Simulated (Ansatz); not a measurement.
# PbO3: the cost of one run

Program: Ansatz 0.2.0. Level of theory: DFT PBE, scalar-relativistic, plane waves, PAW. These are calculated values, not measurements.

## 1. Starting point

The structure is tetragonal, space group I4/mmm (No. 139). The conventional cell has a = 3.637 Å, b = 3.637 Å, c = 8.123 Å, α = 90.00°, β = 90.00°, γ = 90.00°. Pb (site symmetry 4/mmm) is surrounded by 12 O at 2.57 to 2.73 Å. O (site symmetry 4/mmm) has 4 Pb at 2.57 Å as nearest neighbours. O (site symmetry -4m2) is surrounded by 8 O at 2.57 to 2.73 Å and 4 Pb at 2.73 Å.

Structure file:

```
Pb O
1.0
    -1.81830    1.81830    4.06166
     1.81830   -1.81830    4.06166
     1.81830    1.81830   -4.06166
Pb O
1 3
Direct
  0.00000 0.00000 0.00000
  0.50000 0.50000 0.00000
  0.25000 0.75000 0.50000
  0.75000 0.25000 0.50000
```

(A quick probe on a coarse mesh, which set the mesh and smearing, is not shown.)

## 3. Rough relaxation on the coarse mesh

Contents of input.yaml:

```yaml
crystal:
  lattice:
    - [-1.8183020372, 1.8183020372, 4.0616616934]
    - [1.8183020372, -1.8183020372, 4.0616616934]
    - [1.8183020372, 1.8183020372, -4.0616616934]
  atoms:
    - { symbol: Pb, position: [0.0, 0.0, 0.0] }
    - { symbol: O, position: [0.5, 0.5, 0.0] }
    - { symbol: O, position: [0.25, 0.75, 0.5] }
    - { symbol: O, position: [0.75, 0.25, 0.5] }
basis:
  ecutwfc: 420
kpoints:
  mp_grid: { grid: [6, 6, 6] }
hamiltonian:
  xc: pbe
scf:
  occupations: { method: gaussian, width: 0.1 }
  lower_state_search: "off"
output:
  forces: true
  stress: true
  eigenvalues: true
relax:
  adjacent_minimum: "off"
  f_tol: 0.04
  max_steps: 70
  cell: { stress_tol: 0.4 }
```

The run is started by

```sh
> ansatz run input.yaml --threads 1 --pin off --max-ram 2560MiB --backend cpu --events-out ev --progress --plain --runs-dir out
```

Q: Estimate wall time and peak memory on 1 thread of AMD EPYC 9B45 (Zen 5), shared host.

About 11 s, with a peak of 0.42 GiB.
